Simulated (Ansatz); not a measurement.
# Cd3Se (I4/mmm) in Ansatz: equation of state

How stiff is Cd3Se in PBE, and what volume does it want? The cell is scaled to several volumes.

Program: Ansatz 0.2.0. These are calculated values, not measurements. Logs are shortened: lines on timing, memory, paths and dates and some standing lists are left out, and cuts for length are marked.

## 1. The structure

It takes space group I4/mmm (No. 139, tetragonal). The conventional cell has a = 4.082 Å, b = 4.082 Å, c = 12.174 Å, α = 90.00°, β = 90.00°, γ = 90.00°. Around Cd (site symmetry 4/mmm) lie 4 Se at 2.89 Å. Cd (site symmetry -4m2) has 4 Cd at 2.89 Å as nearest neighbours. Se (site symmetry 4/mmm) is surrounded by 4 Cd at 2.89 Å.

The cell comes from a database or a generator and needn't be the stable form of this composition.

## 2. Single point, PBE, 23.83 Å³/atom (volume scaled by 0.94)

input.yaml reads:

```yaml
crystal:
  lattice:
    - [-1.9992892073, 1.9992892073, 5.9628190106]
    - [1.9992892073, -1.9992892073, 5.9628190106]
    - [1.9992892073, 1.9992892073, -5.9628190106]
  atoms:
    - { symbol: Cd, position: [0.5, 0.5, 0.0] }
    - { symbol: Cd, position: [0.25, 0.75, 0.5] }
    - { symbol: Cd, position: [0.75, 0.25, 0.5] }
    - { symbol: Se, position: [0.0, 0.0, 0.0] }
hamiltonian:
  xc: pbe
  pseudopotentials: { kind: paw }
kpoints:
  mp_grid: { grid: [9, 9, 9] }
scf:
  occupations: { method: fermi_dirac, width: 0.05 }
output:
  forces: true
  stress: true
  eigenvalues: true
```

Potentials or basis: Ansatz PAW.

Command:

```console
$ ansatz run input.yaml --threads 2 --pin off --max-ram 5120MiB --backend cpu --events-out ev --progress --plain --runs-dir out
```

Output:

```text
Warning: RAYON_NUM_THREADS=2 ignored (pool sized by the plan → 2); use --threads N
basis.fft_grid_basis auto: the FFT boxes are laid along the combinations [[1, 0, 1], [0, 1, 1], [0, 0, 1]] of the cell's own vectors, 3.999, 3.999 and 6.599 Å long. The dense box has 27×27×45 points. Along the cell's own vectors, as sized, it would have 45×45×45, 2.78 times as many. Of the 16 symmetry operations that the crystal satisfies within crystal.symmetry.tolerance (time reversal apart; of a slab, those that keep its plane) the dense box along the cell's own vectors carries 16, and the one as laid loses 12 of those. basis.fft_grid_basis: typed keeps the cell's own vectors: state it where this run's energies or levels are differenced outside the engine with another run's, or held beside a run that keeps those vectors.
Engine: ansatz 0.2.0, aarch64-unknown-linux-gnu
Pseudopotentials: kind: paw
Pseudopotential: Cd, paw, valence charge 20, recommended cutoff 420 eV (normal), Cd.paw.azcp
Pseudopotential: Se, paw, valence charge 16, recommended cutoff 420 eV (normal), Se.paw.azcp
Functional definition: PBE
  parameter kappa = 0.804
  parameter beta = 0.06672455060314922
  exchange = pbe_x(kappa = kappa, mu = beta*pi^2/3)
  correlation = pbe_c(beta = beta)
Crystal: 4 atoms, lattice volume = 95.337 Å³
Basis set: ecut = 420 eV, 1863 PW (Γ), FFT grids on a1+a3, a2+a3, a3, exchange–correlation on 54×54×90 points (8 copies of the dense FFT grid, shifted against one another)
Bands: 46, of which v1, the nominal top of the filled ones, is band 38 counted from 1 (37 counted from 0)
Symmetry: 16 space group operations
Space group: I4/mmm (ITA 139), of the structure as read, at distance tolerance 4.6e-5 Å
k-points: 75 of 729
Non-local potential: Cd, projectors of the file, l = 0: 3, l = 1: 2, l = 2: 2, l = 3: 1
Non-local potential: Se, projectors of the file, l = 0: 2, l = 1: 2, l = 2: 3, l = 3: 1
PAW form: soft (Blöchl's): semilocal exchange-correlation on the pseudo side does not see the compensation charge
PAW one-centre angular grid: Cd, 590 points (default); XC on 64 Gauss nodes
PAW one-centre angular grid: Se, 590 points (default); XC on 64 Gauss nodes
Initial density: superposition of atomic densities (neutral atoms: chi_scale 0, normalization atom), corrected by the library's trained network
Initial wavefunctions: pseudopotential atomic-orbital guess
Functional: x = pbe(κ = 0.804, μ = 0.2195149727645171), c = pbe(β = 0.06672455060314922)
SCF iter   1: F=—  HF=-30232.636206 eV  |F-HF|=—  |Δ(HF+E_count)|=         —  Δρ=2.17e-3  dr2=4.29e-3  ethr=1.77e-3  ⟨swp⟩=6.3  Hψ=12216  notcnv=0  defer=12
preconditioner: auto → Kerker (q_TF=auto, 2.627 Å⁻¹)  [metal: Δε(μ)=0.059 eV  Ē_g=12.202 eV  σ=0.050 eV  W_gap=0.27  n_scr=32 (ndim 8)  ℏωp=24.6 eV  f_vac=0.000  D(μ)=0.86/eV (n_scr^D=2)]
SCF iter   2: F=—  HF=-30232.636549 eV  |F-HF|=—  |Δ(HF+E_count)|=   3.42e-4  Δρ=1.31e-3  dr2=1.73e-3  ethr=5.64e-6  ⟨swp⟩=2.1  Hψ=5304  notcnv=0  defer=73
SCF iter   3: F=—  HF=-30232.636146 eV  |F-HF|=—  |Δ(HF+E_count)|=   4.03e-4  Δρ=2.65e-4  dr2=1.31e-4  ethr=2.27e-6  ⟨swp⟩=2.0  Hψ=4871  notcnv=0  defer=73
SCF iter   4: F=—  HF=-30232.636137 eV  |F-HF|=—  |Δ(HF+E_count)|=   9.14e-6  Δρ=1.41e-4  dr2=4.88e-5  ethr=1.73e-7  ⟨swp⟩=2.0  Hψ=5007  notcnv=0  defer=73
SCF iter   5: F=—  HF=-30232.636087 eV  |F-HF|=—  |Δ(HF+E_count)|=   4.98e-5  Δρ=5.40e-5  dr2=3.92e-6  ethr=6.42e-8  ⟨swp⟩=2.0  Hψ=5250  notcnv=0  defer=73
SCF iter   6: F=—  HF=-30232.636085 eV  |F-HF|=—  |Δ(HF+E_count)|=   2.02e-6  Δρ=2.63e-5  dr2=1.17e-6  ethr=5.16e-9  ⟨swp⟩=2.0  Hψ=5247  notcnv=0  defer=73
SCF iter   7: F=—  HF=-30232.636085 eV  |F-HF|=—  |Δ(HF+E_count)|=   1.20e-7  Δρ=8.94e-6  dr2=2.53e-7  ethr=1.54e-9  ⟨swp⟩=2.0  Hψ=5066  notcnv=0  defer=73
SCF iter   8: F=-30232.636085 eV  HF=-30232.636085 eV  |F-HF|=1.54e-8  |Δ(HF+E_count)|=   5.28e-8  Δρ=3.59e-6  dr2=2.95e-8  ethr=1.32e-10  ⟨swp⟩=8.3  Hψ=12646  notcnv=0
SCF 1 converged in 8 iterations: F = -30232.636085 eV  dr2 = 2.95e-8
SCF converged after 8 iterations
Free energy (F): -30232.636085 eV
Harris-Foulkes:  -30232.636085 eV  (|F-HF|=1.54e-8)
Internal energy: -30232.628725 eV  (E = F + TS)
E sigma→0 (E₀):  -30232.632405 eV
Entropy (-TS):   -0.007359 eV (-1.840 meV/atom)
Fermi energy:    11.725584 eV
--- Per-component energies (eV) ---
  E_band       = -1664.214801
  E_kinetic    = 1633.700476
  E_local      = -11797.083142  (includes V_loc(G=0)·N_el)
  E_nonlocal   = -498.088222
  E_hartree    = 5580.307503
  E_xc         = -634.809956
  E_vxc        = -763.577122  (∫ρ·V_xc dr)
  E_paw        = -14159.538274  (= ΣΔE_a)
  E_vpaw       = -1399.776478  (= ΣTr[D̂ρ^β])
  E_aug_tail   = -0.000582  (compensation charges beyond the density's cutoff)
  E_ewald      = -10357.116529
  E_smearing   = -0.007359  (= −TS)
  E_closure    = 0.000000  (closes the sum)
  Σ components = -30232.636085   (vs F -30232.636085, Δ=0.00e0)
--- Forces (eV/Å), atoms counted from 1 ---
  atom   1  Cd    -0.00000000     0.00000000    -0.00000000
  atom   2  Cd    -0.00000000     0.00000000     0.00000000
  atom   3  Cd    -0.00000000    -0.00000000     0.00000000
  atom   4  Se     0.00000000     0.00000000    -0.00000000
  max |Σ_I F_I| component: 1.73e-18 eV/Å
--- Stress (GPa, compression-positive) ---
        2.410038      -0.000000       0.000000
       -0.000000       2.410038       0.000000
        0.000000       0.000000       1.852671
  P = ⅓ Tr σ = 2.2242 GPa (22.242 kbar)
--- Band table (eV; the first three rows and the last of 75) ---
  k-point 0: bands = ["-91.0312", "-91.0219", "-90.9691", "-52.1195", "-52.1195", "-52.0750", "-52.0684", "-52.0584", "-52.0566", "-52.0566", "-52.0129", "-52.0129", "-35.8816", "-35.8795", "-35.8100", "-35.8100", "-35.7887", "-1.5370", "1.9425", "2.2079", "2.3748", "2.8234", "2.8234", "3.0014", "3.1026", "3.1027", "3.1309", "3.1309", "3.4992", "3.4992", "3.5065", "3.7542", "4.2384", "5.9431", "7.8274", "9.6002", "9.6002", "11.2454", "14.1095", "14.4473", "14.4473", "16.3859", "16.5303", "19.2368", "20.3916", "20.3916"]
  k-point 1: bands = ["-91.0306", "-91.0225", "-90.9691", "-52.1202", "-52.1115", "-52.0748", "-52.0680", "-52.0647", "-52.0590", "-52.0560", "-52.0130", "-52.0130", "-35.8816", "-35.8794", "-35.8100", "-35.8100", "-35.7887", "-1.4317", "2.0276", "2.3076", "2.4905", "2.7890", "2.9004", "3.0239", "3.0270", "3.1116", "3.1165", "3.1302", "3.3757", "3.4641", "3.5090", "3.6872", "4.0568", "5.9733", "8.1014", "9.0335", "9.3120", "12.5464", "12.9559", "13.2454", "15.1240", "16.7208", "18.2308", "18.2917", "19.8978", "20.8974"]
  k-point 2: bands = ["-91.0293", "-91.0238", "-90.9691", "-52.1220", "-52.0914", "-52.0851", "-52.0744", "-52.0667", "-52.0607", "-52.0544", "-52.0131", "-52.0131", "-35.8816", "-35.8793", "-35.8100", "-35.8100", "-35.7886", "-1.2021", "2.1611", "2.5769", "2.7229", "2.8100", "2.9580", "3.0570", "3.0754", "3.0908", "3.1045", "3.1109", "3.1976", "3.2242", "3.5179", "3.5217", "3.7675", "6.1982", "8.6389", "8.7399", "8.7641", "11.7328", "12.0258", "13.9273", "15.1584", "16.2273", "17.0562", "19.3440", "20.5844", "21.0274"]
  k-point 74: bands = ["-91.0309", "-91.0222", "-90.9691", "-52.1176", "-52.1176", "-52.0740", "-52.0691", "-52.0587", "-52.0585", "-52.0585", "-52.0130", "-52.0129", "-35.8816", "-35.8795", "-35.8100", "-35.8100", "-35.7887", "-1.4440", "1.9950", "2.2496", "2.4328", "2.7477", "2.7603", "2.9627", "3.0681", "3.1784", "3.2327", "3.2534", "3.4608", "3.4730", "3.5337", "3.7185", "4.1395", "5.0125", "8.3982", "9.6041", "10.7393", "10.8449", "13.6954", "14.6494", "15.0790", "16.4630", "16.6105", "18.3592", "19.5752", "20.3675"]
```

Run time: 8.7 s. Hardware: 2 threads of Arm Neoverse V2, shared host; peak memory 0.5 GiB.

Results:

```
Free energy            : -30232.6361 eV
Pressure               : 2.2 GPa
Band gap on the k mesh : none (metal or under the smearing width)
```

## 3. Single point, PBE, 24.34 Å³/atom (volume scaled by 0.96)

input.yaml: that of step 2 with these lines changed.

```diff
@@ -2,5 +2,5 @@
   lattice:
-    - [-1.9992892073, 1.9992892073, 5.9628190106]
-    - [1.9992892073, -1.9992892073, 5.9628190106]
-    - [1.9992892073, 1.9992892073, -5.9628190106]
+    - [-2.0133691727, 2.0133691727, 6.0048120774]
+    - [2.0133691727, -2.0133691727, 6.0048120774]
+    - [2.0133691727, 2.0133691727, -6.0048120774]
   atoms:
@@ -21 +21,5 @@
   eigenvalues: true
+  write_density: true
+  write_potential: true
+  elf: true
+  volumetric_format: npy
```

Potentials or basis: Ansatz PAW.

Command:

```console
$ ansatz run input.yaml --threads 2 --pin off --max-ram 5120MiB --backend cpu --events-out ev --progress --plain --runs-dir out
```

Run time: 13 s. Hardware: 2 threads of Arm Neoverse V2, shared host; peak memory 0.56 GiB.

Results (log left out):

```yaml
Free_energy: -30232.6576 eV
Pressure: 1.2 GPa
Band_gap_on_the_k_mesh: none (metal or under the smearing width)
```

## 4. Single point, PBE, 24.85 Å³/atom (volume scaled by 0.98)

input.yaml: that of step 3 with these lines changed.

```diff
@@ -2,5 +2,5 @@
   lattice:
-    - [-2.0133691727, 2.0133691727, 6.0048120774]
-    - [2.0133691727, -2.0133691727, 6.0048120774]
-    - [2.0133691727, 2.0133691727, -6.0048120774]
+    - [-2.0272549161, 2.0272549161, 6.0462258831]
+    - [2.0272549161, -2.0272549161, 6.0462258831]
+    - [2.0272549161, 2.0272549161, -6.0462258831]
   atoms:
@@ -21,5 +21 @@
   eigenvalues: true
-  write_density: true
-  write_potential: true
-  elf: true
-  volumetric_format: npy
```

Command:

```console
$ ansatz run input.yaml --threads 2 --pin off --max-ram 5120MiB --backend cpu --events-out ev --progress --plain --runs-dir out
```

It took 9.4 s on 2 threads of Arm Neoverse V2, shared host; peak memory 0.51 GiB.

The run converged. Its results:

| Quantity | Value |
| --- | --- |
| Free energy | -30232.6669 eV |
| Pressure | 0.3 GPa |
| Band gap on the k mesh | none (metal or under the smearing width) |

## 5. Single point, PBE, 25.36 Å³/atom

input.yaml: that of step 4 with these lines changed.

```diff
@@ -2,5 +2,5 @@
   lattice:
-    - [-2.0272549161, 2.0272549161, 6.0462258831]
-    - [2.0272549161, -2.0272549161, 6.0462258831]
-    - [2.0272549161, 2.0272549161, -6.0462258831]
+    - [-2.040953, 2.040953, 6.08708]
+    - [2.040953, -2.040953, 6.08708]
+    - [2.040953, 2.040953, -6.08708]
   atoms:
```

Command:

```console
$ ansatz run input.yaml --threads 2 --pin off --max-ram 5120MiB --backend cpu --events-out ev --progress --plain --runs-dir out
```

It took 9.4 s on 2 threads of Arm Neoverse V2, shared host; peak memory 0.52 GiB.

Results (log left out):

```
Free energy            : -30232.6654 eV
Pressure               : -0.5 GPa
Band gap on the k mesh : none (metal or under the smearing width)
```

## 6. Single point, PBE, 25.86 Å³/atom (volume scaled by 1.02)

input.yaml: that of step 5 with these lines changed.

```diff
@@ -2,5 +2,5 @@
   lattice:
-    - [-2.040953, 2.040953, 6.08708]
-    - [2.040953, -2.040953, 6.08708]
-    - [2.040953, 2.040953, -6.08708]
+    - [-2.0544696389, 2.0544696389, 6.1273929629]
+    - [2.0544696389, -2.0544696389, 6.1273929629]
+    - [2.0544696389, 2.0544696389, -6.1273929629]
   atoms:
```

Potentials or basis: Ansatz PAW.

Command:

```console
$ ansatz run input.yaml --threads 2 --pin off --max-ram 5120MiB --backend cpu --events-out ev --progress --plain --runs-dir out
```

Output:

```text
Warning: RAYON_NUM_THREADS=2 ignored (pool sized by the plan → 2); use --threads N
basis.fft_grid_basis auto: the FFT boxes are laid along the combinations [[1, 0, 1], [0, 1, 1], [0, 0, 1]] of the cell's own vectors, 4.109, 4.109 and 6.781 Å long. The dense box has 30×30×48 points. Along the cell's own vectors, as sized, it would have 48×48×48, 2.56 times as many. Of the 16 symmetry operations that the crystal satisfies within crystal.symmetry.tolerance (time reversal apart; of a slab, those that keep its plane) the dense box along the cell's own vectors carries 16, and the one as laid loses 12 of those. basis.fft_grid_basis: typed keeps the cell's own vectors: state it where this run's energies or levels are differenced outside the engine with another run's, or held beside a run that keeps those vectors.
[... 9 set-up lines as earlier in the session ...]
Crystal: 4 atoms, lattice volume = 103.451 Å³
Basis set: ecut = 420 eV, 2017 PW (Γ), FFT grids on a1+a3, a2+a3, a3, exchange–correlation on 60×60×96 points (8 copies of the dense FFT grid, shifted against one another)
Bands: 46, of which v1, the nominal top of the filled ones, is band 38 counted from 1 (37 counted from 0)
[... 1 set-up line as earlier in the session ...]
Space group: I4/mmm (ITA 139), of the structure as read, at distance tolerance 4.7e-5 Å
k-points: 75 of 729
[... 8 set-up lines as earlier in the session ...]
[... 17 lines left out ...]
Fermi energy:    10.365111 eV
--- Per-component energies (eV) ---
  E_band       = -1752.699498
  E_kinetic    = 1631.034946
  E_local      = -12263.752943  (includes V_loc(G=0)·N_el)
  E_nonlocal   = -497.726408
  E_hartree    = 5770.045982
  E_xc         = -632.998857
  E_vxc        = -761.063873  (∫ρ·V_xc dr)
  E_paw        = -14160.310421  (= ΣΔE_a)
  E_vpaw       = -1401.277357  (= ΣTr[D̂ρ^β])
  E_aug_tail   = -0.000536  (compensation charges beyond the density's cutoff)
  E_ewald      = -10078.937602
  E_smearing   = -0.008611  (= −TS)
  E_closure    = -0.000000  (closes the sum)
  Σ components = -30232.654449   (vs F -30232.654449, Δ=0.00e0)
--- Forces (eV/Å), atoms counted from 1 ---
  atom   1  Cd     0.00000000     0.00000000     0.00000000
  atom   2  Cd     0.00000000     0.00000000     0.00000000
  atom   3  Cd     0.00000000     0.00000000     0.00000000
  atom   4  Se     0.00000000     0.00000000     0.00000000
  max |Σ_I F_I| component: 6.41e-30 eV/Å
--- Stress (GPa, compression-positive) ---
       -1.818016       0.000000       0.000000
        0.000000      -1.818016       0.000000
        0.000000      -0.000000       0.015679
  P = ⅓ Tr σ = -1.2068 GPa (-12.068 kbar)
--- Band table (eV; the first three rows and the last of 75) ---
  k-point 0: bands = ["-92.2199", "-92.2138", "-92.1709", "-53.2986", "-53.2986", "-53.2810", "-53.2628", "-53.2552", "-53.2537", "-53.2537", "-53.2108", "-53.2108", "-37.0568", "-37.0555", "-36.9825", "-36.9825", "-36.9595", "-2.4427", "0.9288", "1.1796", "1.3290", "1.6916", "1.6916", "1.8651", "1.9305", "1.9421", "1.9431", "1.9431", "2.2522", "2.2522", "2.2673", "2.4664", "2.8825", "4.8249", "6.9549", "8.4880", "8.4880", "9.7692", "12.6944", "13.0801", "13.0801", "14.5671", "15.2411", "17.5909", "18.6518", "18.6518"]
  k-point 1: bands = ["-92.2195", "-92.2142", "-92.1709", "-53.2991", "-53.2930", "-53.2810", "-53.2624", "-53.2595", "-53.2557", "-53.2533", "-53.2109", "-53.2109", "-37.0568", "-37.0554", "-36.9825", "-36.9825", "-36.9595", "-2.3567", "1.0035", "1.2638", "1.4224", "1.6657", "1.7565", "1.8764", "1.8836", "1.9288", "1.9326", "1.9552", "2.1547", "2.2293", "2.2608", "2.4104", "2.7324", "4.8861", "7.1921", "7.8729", "8.2278", "11.0367", "11.6806", "11.8119", "13.6318", "15.3733", "16.4383", "16.7037", "18.2279", "19.1834"]
  k-point 2: bands = ["-92.2186", "-92.2151", "-92.1709", "-53.3004", "-53.2809", "-53.2786", "-53.2740", "-53.2613", "-53.2568", "-53.2522", "-53.2110", "-53.2110", "-37.0568", "-37.0553", "-36.9825", "-36.9825", "-36.9595", "-2.1709", "1.1227", "1.4897", "1.6133", "1.6921", "1.8159", "1.8871", "1.9004", "1.9265", "1.9386", "1.9410", "2.0097", "2.0255", "2.2681", "2.2717", "2.4909", "5.1574", "7.5614", "7.6212", "7.7716", "10.5647", "10.5992", "12.3427", "13.6643", "14.7497", "15.5855", "17.5682", "18.8297", "19.3101"]
  k-point 74: bands = ["-92.2197", "-92.2140", "-92.1709", "-53.2973", "-53.2973", "-53.2809", "-53.2627", "-53.2555", "-53.2551", "-53.2551", "-53.2109", "-53.2109", "-37.0568", "-37.0554", "-36.9825", "-36.9825", "-36.9595", "-2.3703", "0.9742", "1.2145", "1.3733", "1.6309", "1.6398", "1.8346", "1.9161", "1.9783", "2.0268", "2.0411", "2.2207", "2.2284", "2.2873", "2.4368", "2.8008", "4.1424", "7.2967", "8.4958", "9.4280", "9.5733", "12.2498", "13.2668", "13.6279", "14.9251", "15.1610", "16.8950", "17.8201", "18.6501"]
```

Wall time 9.6 s (2 threads of Arm Neoverse V2, shared host); peak memory 0.52 GiB.

Results:

```
Free energy            : -30232.6544 eV
Pressure               : -1.2 GPa
Band gap on the k mesh : none (metal or under the smearing width)
```

## 7. Single point, PBE, 26.37 Å³/atom (volume scaled by 1.04)

input.yaml: that of step 6 with these lines changed.

```diff
@@ -2,5 +2,5 @@
   lattice:
-    - [-2.0544696389, 2.0544696389, 6.1273929629]
-    - [2.0544696389, -2.0544696389, 6.1273929629]
-    - [2.0544696389, 2.0544696389, -6.1273929629]
+    - [-2.0678107247, 2.0678107247, 6.1671823438]
+    - [2.0678107247, -2.0678107247, 6.1671823438]
+    - [2.0678107247, 2.0678107247, -6.1671823438]
   atoms:
```

Command:

```console
$ ansatz run input.yaml --threads 2 --pin off --max-ram 5120MiB --backend cpu --events-out ev --progress --plain --runs-dir out
```

Run time: 9.8 s. Hardware: 2 threads of Arm Neoverse V2, shared host; peak memory 0.53 GiB.

The run converged. Its results:

| Quantity | Value |
| --- | --- |
| Free energy | -30232.6352 eV |
| Pressure | -1.8 GPa |
| Band gap on the k mesh | none (metal or under the smearing width) |

## 8. Single point, PBE, 26.88 Å³/atom (volume scaled by 1.06)

input.yaml: that of step 7 with these lines changed.

```diff
@@ -2,5 +2,5 @@
   lattice:
-    - [-2.0678107247, 2.0678107247, 6.1671823438]
-    - [2.0678107247, -2.0678107247, 6.1671823438]
-    - [2.0678107247, 2.0678107247, -6.1671823438]
+    - [-2.0809818488, 2.0809818488, 6.2064648191]
+    - [2.0809818488, -2.0809818488, 6.2064648191]
+    - [2.0809818488, 2.0809818488, -6.2064648191]
   atoms:
```

Command:

```console
$ ansatz run input.yaml --threads 2 --pin off --max-ram 5120MiB --backend cpu --events-out ev --progress --plain --runs-dir out
```

It took 9.8 s on 2 threads of Arm Neoverse V2, shared host; peak memory 0.53 GiB.

Results (log left out):

```
Free energy            : -30232.6086 eV
Pressure               : -2.4 GPa
Band gap on the k mesh : none (metal or under the smearing width)
```

## 9. Equation of state, PBE

Potentials or basis: Ansatz PAW.

No new run: the results of the series are fitted here.

Results:

```yaml
Equilibrium_volume: 25.03 Å³/atom
Bulk_modulus_at_fixed_shape_and_positions: 40 GPa
Pressure_derivative_of_the_bulk_modulus: 5.3
```

Energy against volume, from the lowest point:
```csv
volume (Å³/atom),energy (meV/atom)
23.834,7.70
24.341,2.32
24.849,0.00
25.356,0.37
25.863,3.10
26.370,7.92
26.877,14.56
```

Caveat: the cell was scaled at fixed shape and fractional positions, which overstates the stiffness of a crystal with free parameters, most of all of layers and chains.
